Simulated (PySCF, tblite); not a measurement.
# C5H3F3OS: a rotation path, then NMR shifts on frames

Aim: move C5H3F3OS (`Oc1ccc(C(F)(F)F)s1`) away from its starting geometry and see how NMR shifts follow the geometry.

The runs use tblite 0.8.0 and PySCF 2.14.0, with density-fitted response routines of our own; the level of theory stands in each step. All values are computed, except where a source is named. Atoms count from 0, in the outputs and in this text.

## (1) The starting structure

13 atoms, charge 0, multiplicity 1; geometry from: GFN2-xTB.

Bonds of the start (Å): O0–C1 1.34, C1–C2 1.36, C2–C3 1.41, C3–C4 1.36, C4–C5 1.48, C5–F6 1.35, C5–F7 1.34, C5–F8 1.35, C4–S9 1.73, S9–C1 1.74, O0–H10 0.96, C2–H11 1.07, C3–H12 1.07.

## (2) The rotation path with GFN2-xTB

What the job is given:

```
{"job": {"kind": "neb", "xc": "GFN2-xTB", "basis": "xTB", "atoms": [3, 4, 5, 6], "turn": 120}, "charge": 0, "multiplicity": 1}
O      3.058912     0.125413     0.770926
C      1.751684    -0.031949     0.531509
C      1.134520    -1.203343     0.203196
C     -0.251439    -1.047152     0.012810
C     -0.673932     0.234698     0.196257
C     -2.056550     0.756788     0.076862
F     -2.514123     1.308486     1.217776
F     -2.923352    -0.211663    -0.250421
F     -2.180865     1.713569    -0.863692
S      0.631043     1.297395     0.612994
H      3.274043     1.041169     0.984018
H      1.661257    -2.132918     0.105179
H     -0.915586    -1.850005    -0.250918
```

Level: GFN2-xTB climbing-image nudged elastic band, gas phase.

Command:

```
> OMP_NUM_THREADS=1 python probes_run.py task.json out
```

The driver reads the jobs from task.json and runs them one after another.

The program printed:

```text
image   E - E0 / eV
  0      -0.0000
  1       0.0036
  2       0.0085
  3       0.0136
  4       0.0153
  5       0.0124
  6       0.0070
  7       0.0026
  8       0.0000
```

Run time: 2.9 s. Hardware: 1 thread of Arm Neoverse V1, shared host; peak memory 0.18 GiB.

The final band, with the dihedral C3–C4–C5–F6:

```csv
image,dihedral (°),energy (eV),energy (kcal/mol)
0,120,0.000,0.0
1,135,0.004,0.1
2,150,0.009,0.2
3,165,0.014,0.3
4,180,0.015,0.4
5,194,0.012,0.3
6,209,0.007,0.2
7,224,0.003,0.1
8,240,0.000,0.0
```

## (3) Nuclear shieldings: image 0, PBE0/pcSseg-1

What the job is given:

```
{"job": {"kind": "nmr", "xc": "PBE0", "basis": "pcSseg-1", "pop": false}, "charge": 0, "multiplicity": 1}
O      3.058900     0.125400     0.770900
C      1.751700    -0.031900     0.531500
C      1.134500    -1.203300     0.203200
C     -0.251400    -1.047200     0.012800
C     -0.673900     0.234700     0.196300
C     -2.056600     0.756800     0.076900
F     -2.514100     1.308500     1.217800
F     -2.923400    -0.211700    -0.250400
F     -2.180900     1.713600    -0.863700
S      0.631000     1.297400     0.613000
H      3.274000     1.041200     0.984000
H      1.661300    -2.132900     0.105200
H     -0.915600    -1.850000    -0.250900
```

Method: GIAO PBE0/pcSseg-1 NMR shielding, non-relativistic, gas phase.

The program printed:

```text
coarse grid: 13264 points
cycle   1  E = -964.2037475013  dE =  2.090e+00  |g| = 1.040e+00  |ddm| = 3.847e+00
cycle   2  E = -963.9803408763  dE =  2.234e-01  |g| = 1.568e+00  |ddm| = 1.599e+00
cycle   3  E = -964.3884359624  dE = -4.081e-01  |g| = 1.356e-01  |ddm| = 1.112e+00
cycle   4  E = -964.3911900900  dE = -2.754e-03  |g| = 9.162e-02  |ddm| = 2.257e-01
cycle   5  E = -964.3932715605  dE = -2.081e-03  |g| = 1.801e-02  |ddm| = 9.330e-02
cycle   6  E = -964.3933409915  dE = -6.943e-05  |g| = 6.540e-03  |ddm| = 2.363e-02
cycle   7  E = -964.3933508859  dE = -9.894e-06  |g| = 1.804e-03  |ddm| = 7.095e-03
final grid: 129928 points
cycle   8  E = -964.4822389974  dE = -3.990e-05  |g| = 9.548e-03  |ddm| = 3.429e-02
cycle   9  E = -964.4822177551  dE =  2.124e-05  |g| = 1.397e-02  |ddm| = 1.906e-02
cycle  10  E = -964.4822576033  dE = -3.985e-05  |g| = 1.054e-03  |ddm| = 1.242e-02
cycle  11  E = -964.4822578033  dE = -2.000e-07  |g| = 4.671e-04  |ddm| = 1.431e-03
cycle  12  E = -964.4822578514  dE = -4.813e-08  |g| = 1.445e-04  |ddm| = 5.363e-04
cycle  13  E = -964.4822578561  dE = -4.670e-09  |g| = 4.811e-05  |ddm| = 1.861e-04
cycle  14  E = -964.4822578566  dE = -4.909e-10  |g| = 1.667e-05  |ddm| = 5.318e-05
converged SCF energy = -964.4822578566

GIAO shielding tensors (ppm)
atom      isotropic    diamagn.    paramagn.     s11        s22        s33       span
  0 O      214.720     382.720    -168.000    149.452    235.532    259.175    109.723
  1 C       11.704     261.502    -249.799    -60.864     15.604     80.372    141.236
  2 C       79.362     252.682    -173.319     21.143     68.452    148.491    127.348
  3 C       52.074     249.170    -197.095    -26.618     30.261    152.579    179.197
  4 C       64.970     268.565    -203.595     -5.307     84.010    116.206    121.513
  5 C       55.536     237.123    -181.587     52.588     55.580     58.440      5.852
  6 F      231.628     471.278    -239.650    149.394    215.762    329.728    180.334
  7 F      260.557     472.876    -212.319    177.306    252.763    351.602    174.296
  8 F      231.484     472.603    -241.119    149.185    215.593    329.675    180.491
  9 S      314.052    1057.609    -743.558    175.073    381.821    385.261    210.188
 10 H       26.851      30.428      -3.577     18.390     26.402     35.762     17.372
 11 H       25.381      30.103      -4.722     21.865     25.439     28.838      6.974
 12 H       24.347      31.543      -7.195     20.950     24.124     27.968      7.018
```

Wall time 26 s (1 thread of Arm Neoverse V1, shared host); peak memory 0.78 GiB.

The references, computed at this level on geometries of the same kind, shield at (ppm): 1H TMS 31.72, 13C TMS 186.9, 19F CFCl3 170.9, 17O H2O 336.1, 33S CS2 504. Their shielding less the atom's gives the shift. The references are single molecules in the gas phase, so shifts against H2O, NH3, PH3, H3PO4 or CFCl3 are not on the usual liquid scales and can be off by tens of ppm. Each atom is listed at this fixed geometry, with no averaging over motion; a spectrum would average atoms that exchange fast.

```csv
atoms,environment,σ (ppm),δ (ppm)
C1,aromatic carbon bearing oxygen,11.7,175.2
C3,aromatic CH,52.1,134.9
C5,CF3 carbon,55.5,131.4
C4,substituted aromatic carbon next to the ring sulfur,65.0,122.0
C2,aromatic CH,79.4,107.6
H12,hydrogen on an aromatic CH,24.35,7.37
H11,hydrogen on an aromatic CH,25.38,6.34
H10,hydrogen on a phenol-type oxygen,26.85,4.87
O0,phenol-type oxygen,214.7,121.4
F8,fluorine of a CF3 group,231.5,-60.5
F6,fluorine of a CF3 group,231.6,-60.7
F7,fluorine of a CF3 group,260.6,-89.6
S9,aromatic ring sulfur,314,190
```

Ring of atoms C1, C2, C3, C4, S9: NICS(0) -12.2, NICS(1) -9.6, NICS(1)zz -20.5 ppm (means of both faces).

## (4) Nuclear shieldings: image 2, PBE0/pcSseg-1

What the job is given:

```
{"job": {"kind": "nmr", "xc": "PBE0", "basis": "pcSseg-1", "pop": false}, "charge": 0, "multiplicity": 1}
O      3.042200     0.099600     0.866500
C      1.744100    -0.042200     0.573300
C      1.151700    -1.176900     0.101900
C     -0.228600    -1.012100    -0.119200
C     -0.673700     0.235900     0.199500
C     -2.061900     0.749500     0.111000
F     -2.323200     1.703200     1.018200
F     -2.968100    -0.223900     0.298200
F     -2.349100     1.293700    -1.091000
S      0.605400     1.259800     0.763100
H      3.238400     0.985800     1.192400
H      1.690600    -2.089800    -0.063100
H     -0.872000    -1.782100    -0.504200
```

Level: GIAO PBE0/pcSseg-1 NMR shielding, non-relativistic, gas phase.

The program printed:

```text
coarse grid: 13264 points
cycle   1  E = -964.2026519241  dE =  2.092e+00  |g| = 1.040e+00  |ddm| = 3.842e+00
cycle   2  E = -963.9781505315  dE =  2.245e-01  |g| = 1.570e+00  |ddm| = 1.607e+00
cycle   3  E = -964.3875751528  dE = -4.094e-01  |g| = 1.366e-01  |ddm| = 1.115e+00
cycle   4  E = -964.3903953911  dE = -2.820e-03  |g| = 9.189e-02  |ddm| = 2.268e-01
cycle   5  E = -964.3924942984  dE = -2.099e-03  |g| = 1.822e-02  |ddm| = 9.380e-02
cycle   6  E = -964.3925655862  dE = -7.129e-05  |g| = 6.541e-03  |ddm| = 2.380e-02
cycle   7  E = -964.3925754413  dE = -9.855e-06  |g| = 1.807e-03  |ddm| = 7.123e-03
final grid: 129928 points
cycle   8  E = -964.4815710226  dE = -4.076e-05  |g| = 9.624e-03  |ddm| = 3.414e-02
cycle   9  E = -964.4815494211  dE =  2.160e-05  |g| = 1.407e-02  |ddm| = 1.929e-02
cycle  10  E = -964.4815899790  dE = -4.056e-05  |g| = 1.056e-03  |ddm| = 1.257e-02
cycle  11  E = -964.4815901767  dE = -1.977e-07  |g| = 4.792e-04  |ddm| = 1.467e-03
cycle  12  E = -964.4815902275  dE = -5.085e-08  |g| = 1.429e-04  |ddm| = 5.457e-04
cycle  13  E = -964.4815902320  dE = -4.499e-09  |g| = 4.958e-05  |ddm| = 1.878e-04
cycle  14  E = -964.4815902326  dE = -5.350e-10  |g| = 1.649e-05  |ddm| = 5.419e-05
converged SCF energy = -964.4815902326

GIAO shielding tensors (ppm)
atom      isotropic    diamagn.    paramagn.     s11        s22        s33       span
  0 O      216.101     382.710    -166.609    151.081    236.462    260.761    109.681
  1 C       12.814     261.567    -248.753    -58.464     14.963     81.944    140.408
  2 C       78.009     252.597    -174.588     19.761     66.850    147.414    127.653
  3 C       51.846     249.277    -197.431    -28.105     29.851    153.791    181.896
  4 C       64.854     268.131    -203.277     -6.278     86.865    113.976    120.254
  5 C       55.524     237.259    -181.735     51.948     56.468     58.157      6.209
  6 F      246.427     471.514    -225.088    177.150    219.532    342.598    165.449
  7 F      246.999     472.841    -225.843    168.311    228.482    344.203    175.892
  8 F      224.968     472.837    -247.869    138.344    210.780    325.780    187.436
  9 S      311.376    1057.664    -746.288    168.894    373.352    391.882    222.988
 10 H       26.894      30.424      -3.530     18.396     26.461     35.826     17.430
 11 H       25.304      30.093      -4.789     21.813     25.407     28.692      6.879
 12 H       24.367      31.332      -6.965     21.148     23.917     28.037      6.889
```

It took 26 s on 1 thread of Arm Neoverse V1, shared host; peak memory 0.9 GiB.

In short: δ C1 174.1, C3 135.1, C5 131.4, C4 122.1, H12 7.35, H11 6.41 ppm.

## (5) Shielding tensors: image 4, PBE0/pcSseg-1

What the job is given:

```
{"job": {"kind": "nmr", "xc": "PBE0", "basis": "pcSseg-1", "pop": false}, "charge": 0, "multiplicity": 1}
O      3.024100     0.061400     0.959200
C      1.735900    -0.059200     0.616700
C      1.170100    -1.139800     0.005500
C     -0.204800    -0.962300    -0.236500
C     -0.671100     0.242300     0.198900
C     -2.066600     0.740600     0.136800
F     -2.202800     1.966200     0.659000
F     -2.928300    -0.056600     0.800900
F     -2.535300     0.808100    -1.124800
S      0.577400     1.203300     0.917700
H      3.199800     0.909100     1.384200
H      1.724700    -2.023000    -0.246500
H     -0.827600    -1.689600    -0.724600
```

Method: GIAO PBE0/pcSseg-1 NMR shielding, non-relativistic, gas phase.

The program printed:

```text
coarse grid: 13264 points
cycle   1  E = -964.2019508271  dE =  2.094e+00  |g| = 1.041e+00  |ddm| = 3.840e+00
cycle   2  E = -963.9764570415  dE =  2.255e-01  |g| = 1.572e+00  |ddm| = 1.615e+00
cycle   3  E = -964.3871396069  dE = -4.107e-01  |g| = 1.374e-01  |ddm| = 1.118e+00
cycle   4  E = -964.3900063861  dE = -2.867e-03  |g| = 9.212e-02  |ddm| = 2.274e-01
cycle   5  E = -964.3921211508  dE = -2.115e-03  |g| = 1.844e-02  |ddm| = 9.418e-02
cycle   6  E = -964.3921943441  dE = -7.319e-05  |g| = 6.542e-03  |ddm| = 2.393e-02
cycle   7  E = -964.3922041585  dE = -9.814e-06  |g| = 1.808e-03  |ddm| = 7.131e-03
final grid: 129928 points
cycle   8  E = -964.4810613361  dE = -4.044e-05  |g| = 9.455e-03  |ddm| = 3.451e-02
cycle   9  E = -964.4810406518  dE =  2.068e-05  |g| = 1.382e-02  |ddm| = 1.895e-02
cycle  10  E = -964.4810795616  dE = -3.891e-05  |g| = 1.019e-03  |ddm| = 1.232e-02
cycle  11  E = -964.4810797420  dE = -1.803e-07  |g| = 4.786e-04  |ddm| = 1.450e-03
cycle  12  E = -964.4810797931  dE = -5.111e-08  |g| = 1.402e-04  |ddm| = 5.475e-04
cycle  13  E = -964.4810797974  dE = -4.374e-09  |g| = 4.884e-05  |ddm| = 1.868e-04
cycle  14  E = -964.4810797980  dE = -5.189e-10  |g| = 1.583e-05  |ddm| = 5.184e-05
converged SCF energy = -964.4810797980

GIAO shielding tensors (ppm)
atom      isotropic    diamagn.    paramagn.     s11        s22        s33       span
  0 O      217.323     382.726    -165.404    152.687    237.280    262.001    109.314
  1 C       13.853     261.683    -247.830    -55.997     14.366     83.189    139.185
  2 C       76.695     252.614    -175.919     18.343     65.325    146.415    128.072
  3 C       51.641     249.372    -197.732    -29.547     29.611    154.858    184.405
  4 C       64.928     268.124    -203.196     -7.273     90.136    111.921    119.194
  5 C       55.537     237.266    -181.728     52.112     56.502     57.998      5.886
  6 F      256.943     471.535    -214.592    190.423    228.837    351.568    161.145
  7 F      227.581     472.416    -244.835    149.669    202.276    330.797    181.128
  8 F      230.489     473.450    -242.961    152.273    207.326    331.867    179.594
  9 S      309.209    1057.723    -748.515    163.657    375.577    388.391    224.735
 10 H       26.929      30.416      -3.487     18.385     26.535     35.868     17.483
 11 H       25.220      30.108      -4.888     21.754     25.371     28.535      6.781
 12 H       24.378      31.167      -6.789     21.310     23.723     28.100      6.790
```

Run time: 26 s. Hardware: 1 thread of Arm Neoverse V1, shared host; peak memory 0.9 GiB.

Key values: δ C1 173.1, C3 135.3, C5 131.4, C4 122.0, H12 7.34, H11 6.50 ppm.

## (6) Nuclear shieldings: image 6, PBE0/pcSseg-1

What the job is given:

```
{"job": {"kind": "nmr", "xc": "PBE0", "basis": "pcSseg-1", "pop": false}, "charge": 0, "multiplicity": 1}
O      3.001900     0.014400     1.047100
C      1.725200    -0.081700     0.657000
C      1.191900    -1.093500    -0.086400
C     -0.177800    -0.904400    -0.349600
C     -0.671600     0.243000     0.195100
C     -2.072400     0.727600     0.160900
F     -2.163500     2.065100     0.209400
F     -2.814100     0.268800     1.193500
F     -2.710200     0.336100    -0.953400
S      0.540900     1.127400     1.061300
H      3.155500     0.812300     1.566600
H      1.766200    -1.935900    -0.420400
H     -0.776400    -1.578700    -0.934400
```

Method: GIAO PBE0/pcSseg-1 NMR shielding, non-relativistic, gas phase.

The program printed:

```text
coarse grid: 13264 points
cycle   1  E = -964.2020437887  dE =  2.092e+00  |g| = 1.040e+00  |ddm| = 3.840e+00
cycle   2  E = -963.9780502920  dE =  2.240e-01  |g| = 1.569e+00  |ddm| = 1.608e+00
cycle   3  E = -964.3867532894  dE = -4.087e-01  |g| = 1.366e-01  |ddm| = 1.116e+00
cycle   4  E = -964.3895652992  dE = -2.812e-03  |g| = 9.189e-02  |ddm| = 2.266e-01
cycle   5  E = -964.3916645329  dE = -2.099e-03  |g| = 1.823e-02  |ddm| = 9.381e-02
cycle   6  E = -964.3917359199  dE = -7.139e-05  |g| = 6.538e-03  |ddm| = 2.379e-02
cycle   7  E = -964.3917457611  dE = -9.841e-06  |g| = 1.806e-03  |ddm| = 7.119e-03
final grid: 129928 points
cycle   8  E = -964.4817271070  dE = -4.212e-05  |g| = 9.644e-03  |ddm| = 3.287e-02
cycle   9  E = -964.4817056788  dE =  2.143e-05  |g| = 1.413e-02  |ddm| = 1.909e-02
cycle  10  E = -964.4817459193  dE = -4.024e-05  |g| = 9.500e-04  |ddm| = 1.232e-02
cycle  11  E = -964.4817460668  dE = -1.475e-07  |g| = 5.007e-04  |ddm| = 1.411e-03
cycle  12  E = -964.4817461232  dE = -5.643e-08  |g| = 1.303e-04  |ddm| = 5.504e-04
cycle  13  E = -964.4817461269  dE = -3.698e-09  |g| = 4.904e-05  |ddm| = 1.785e-04
cycle  14  E = -964.4817461274  dE = -5.275e-10  |g| = 1.491e-05  |ddm| = 5.103e-05
converged SCF energy = -964.4817461274

GIAO shielding tensors (ppm)
atom      isotropic    diamagn.    paramagn.     s11        s22        s33       span
  0 O      215.946     382.663    -166.717    150.855    236.404    260.578    109.723
  1 C       12.740     261.627    -248.887    -58.508     14.958     81.770    140.278
  2 C       77.981     252.600    -174.620     19.696     66.832    147.414    127.718
  3 C       51.907     249.451    -197.544    -28.029     30.002    153.748    181.777
  4 C       64.851     268.332    -203.481     -6.283     86.620    114.216    120.500
  5 C       55.515     237.208    -181.693     51.756     56.845     57.945      6.189
  6 F      247.468     471.846    -224.379    176.933    222.700    342.769    165.836
  7 F      222.961     471.565    -248.604    135.997    207.753    325.131    189.134
  8 F      249.746     473.511    -223.765    170.060    233.718    345.460    175.400
  9 S      311.531    1057.619    -746.087    169.510    372.243    392.842    223.333
 10 H       26.891      30.352      -3.462     18.392     26.460     35.820     17.428
 11 H       25.304      30.156      -4.853     21.813     25.407     28.691      6.879
 12 H       24.367      31.396      -7.029     21.118     23.948     28.036      6.917
```

It took 26 s on 1 thread of Arm Neoverse V1, shared host; peak memory 0.9 GiB.

In short: δ C1 174.2, C3 135.0, C5 131.4, C4 122.1, H12 7.35, H11 6.41 ppm.

## (7) NMR shieldings: image 8, PBE0/pcSseg-1

What the job is given:

```
{"job": {"kind": "nmr", "xc": "PBE0", "basis": "pcSseg-1", "pop": false}, "charge": 0, "multiplicity": 1}
O      2.980100    -0.037600     1.124700
C      1.716800    -0.106300     0.688800
C      1.218500    -1.032600    -0.179700
C     -0.151200    -0.841500    -0.442600
C     -0.680300     0.221200     0.225000
C     -2.079800     0.710000     0.186400
F     -2.183200     1.979200    -0.253900
F     -2.678400     0.695600     1.393500
F     -2.842800    -0.036700    -0.623900
S      0.501600     1.027700     1.204200
H      3.106800     0.700900     1.732100
H      1.815800    -1.814400    -0.607500
H     -0.728500    -1.465000    -1.100400
```

With the program's defaults for keys left out, this is: GIAO PBE0/pcSseg-1 NMR shielding, non-relativistic, gas phase.

The program printed:

```text
coarse grid: 13264 points
cycle   1  E = -964.2036771808  dE =  2.091e+00  |g| = 1.040e+00  |ddm| = 3.848e+00
cycle   2  E = -963.9803017807  dE =  2.234e-01  |g| = 1.568e+00  |ddm| = 1.597e+00
cycle   3  E = -964.3883484468  dE = -4.080e-01  |g| = 1.358e-01  |ddm| = 1.112e+00
cycle   4  E = -964.3911123774  dE = -2.764e-03  |g| = 9.166e-02  |ddm| = 2.259e-01
cycle   5  E = -964.3931956290  dE = -2.083e-03  |g| = 1.802e-02  |ddm| = 9.337e-02
cycle   6  E = -964.3932651672  dE = -6.954e-05  |g| = 6.527e-03  |ddm| = 2.363e-02
cycle   7  E = -964.3932750179  dE = -9.851e-06  |g| = 1.803e-03  |ddm| = 7.081e-03
final grid: 129928 points
cycle   8  E = -964.4822285410  dE = -3.871e-05  |g| = 9.434e-03  |ddm| = 3.312e-02
cycle   9  E = -964.4822080395  dE =  2.050e-05  |g| = 1.375e-02  |ddm| = 1.888e-02
cycle  10  E = -964.4822468358  dE = -3.880e-05  |g| = 9.859e-04  |ddm| = 1.217e-02
cycle  11  E = -964.4822470036  dE = -1.678e-07  |g| = 4.561e-04  |ddm| = 1.382e-03
cycle  12  E = -964.4822470493  dE = -4.565e-08  |g| = 1.362e-04  |ddm| = 5.115e-04
cycle  13  E = -964.4822470534  dE = -4.125e-09  |g| = 4.661e-05  |ddm| = 1.788e-04
cycle  14  E = -964.4822470538  dE = -4.686e-10  |g| = 1.577e-05  |ddm| = 5.108e-05
converged SCF energy = -964.4822470538

GIAO shielding tensors (ppm)
atom      isotropic    diamagn.    paramagn.     s11        s22        s33       span
  0 O      214.694     382.620    -167.926    149.344    235.572    259.165    109.821
  1 C       11.761     261.550    -249.789    -60.717     15.552     80.448    141.165
  2 C       79.471     252.598    -173.126     21.351     68.491    148.571    127.220
  3 C       52.092     249.250    -197.158    -26.517     30.255    152.538    179.055
  4 C       64.985     268.662    -203.677     -5.285     83.989    116.251    121.536
  5 C       55.537     237.109    -181.572     52.567     55.563     58.480      5.912
  6 F      231.512     472.245    -240.733    149.312    215.559    329.665    180.353
  7 F      231.392     471.195    -239.803    149.089    215.486    329.600    180.512
  8 F      260.675     473.170    -212.495    177.401    252.958    351.665    174.264
  9 S      313.828    1057.505    -743.677    175.010    381.840    384.634    209.624
 10 H       26.848      30.288      -3.440     18.382     26.415     35.746     17.364
 11 H       25.387      30.177      -4.790     21.871     25.442     28.848      6.977
 12 H       24.358      31.643      -7.285     20.962     24.137     27.976      7.014
```

It took 26 s on 1 thread of Arm Neoverse V1, shared host; peak memory 0.9 GiB.

This run: δ C1 175.2, C3 134.8, C5 131.4, C4 121.9, H12 7.36, H11 6.33 ppm.

## (8) Side by side: NMR shifts

Shifts (ppm) of some atoms, chosen among heavy atoms and hydrogens apart, with basis size and wall time:

```csv
frame,C2,H11,H10,F8,F6,F7,S9,functions,time
image 0,107.6,6.34,4.87,-60.5,-60.7,-89.6,190,192,26 s
image 2,108.9,6.41,4.82,-54.0,-75.5,-76.1,192,192,26 s
image 4,110.2,6.50,4.79,-59.5,-86.0,-56.6,195,192,26 s
image 6,108.9,6.41,4.83,-78.8,-76.5,-52.0,192,192,26 s
image 8,107.5,6.33,4.87,-89.7,-60.6,-60.4,190,192,26 s
```

## (9) What came out

```
                                         quantity                                  value
                                          barrier     0.015 eV (0.4 kcal/mol) at image 4
                            end to end (GFN2-xTB)                               0.000 eV
  13C shifts against TMS (PBE0/pcSseg-1, image 0)  175.2, 134.9, 131.4, 122.0, 107.6 ppm
   1H shifts against TMS (PBE0/pcSseg-1, image 0)                   7.37, 6.34, 4.87 ppm
  17O shifts against H2O (PBE0/pcSseg-1, image 0)                              121.4 ppm
19F shifts against CFCl3 (PBE0/pcSseg-1, image 0)                -60.5, -60.7, -89.6 ppm
  33S shifts against CS2 (PBE0/pcSseg-1, image 0)                                190 ppm
                         range of the shift of F7                     -89.6 to -52.0 ppm
```

**Reading.** Along the band the dihedral turns by 120°, and the top (dihedral 180°) lies 0.4 kcal/mol above the start (GFN2-xTB, rough), so at room temperature this motion is fast. The top was not checked by a frequency run. Shifts at one fixed geometry are not the observed spectrum, which averages over the motion. In the first frame run (image 0): Shielding is most anisotropic at S9 (span 210 ppm, paramagnetic term -744 ppm). NICS(1)zz of -21 ppm above the planar ring from C1 marks a diatropic (aromatic) ring current. Across the 5 runs the shift of F7 moves most, between -89.6 (image 0) and -52.0 ppm (image 6).
